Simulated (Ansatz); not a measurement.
# InGaTe3: the cost of one run

Program: Ansatz 0.2.0. Level of theory: DFT PBE, scalar-relativistic, plane waves, PAW. These are calculated values, not measurements.

**1. The structure to begin with**

The structure is hexagonal, space group P6/mmm (No. 191). The conventional cell has a = 5.481 Å, b = 5.481 Å, c = 5.869 Å, α = 90.00°, β = 90.00°, γ = 120.00°. Around In (site symmetry 6/mmm) lie 2 Ga at 2.93 Å. Ga (site symmetry 6/mmm) is surrounded by 6 Te at 2.74 Å and 2 In at 2.93 Å. Te (site symmetry mmm) is surrounded by 4 Te at 2.74 Å and 2 Ga at 2.74 Å.

Coordinates:

```
CELL_PARAMETERS angstrom
5.48057 0.00000 0.00000
-2.74029 4.74631 0.00000
0.00000 0.00000 5.86905
ATOMIC_POSITIONS crystal
In 0.00000 0.00000 0.00000
Ga 0.00000 0.00000 0.50000
Te 0.50000 0.00000 0.50000
Te 0.00000 0.50000 0.50000
Te 0.50000 0.50000 0.50000
```

Recipe of the guess: random cell by space group and Wyckoff sites (P6/mmm, No. 191). Its size is a rough estimate.

**2. The guess as it stands, on a coarse mesh**

input.yaml reads:

```yaml
crystal:
  lattice:
    - [5.48057017, 0.0, 0.0]
    - [-2.74028509, 4.74631299, 0.0]
    - [0.0, 0.0, 5.86904636]
  atoms:
    - { symbol: In, position: [0.0, 0.0, 0.0] }
    - { symbol: Ga, position: [0.0, 0.0, 0.5] }
    - { symbol: Te, position: [0.5, 0.0, 0.5] }
    - { symbol: Te, position: [0.0, 0.5, 0.5] }
    - { symbol: Te, position: [0.5, 0.5, 0.5] }
basis:
  ecutwfc: 420
kpoints:
  mp_grid: { grid: [6, 6, 4] }
hamiltonian:
  xc: pbe
scf:
  occupations: { method: gaussian, width: 0.1 }
  lower_state_search: "off"
output:
  forces: true
  stress: true
  eigenvalues: true
```

Started as:

```sh
ansatz run input.yaml --threads 1 --pin off --max-ram 2560MiB --backend cpu --events-out ev --progress --plain --runs-dir out
```

**Question.** How long does this run take on 1 thread of AMD EPYC 9R45 (Zen 5), shared host, and how much memory does it need?

About 3.6 s, with a peak of 0.54 GiB.
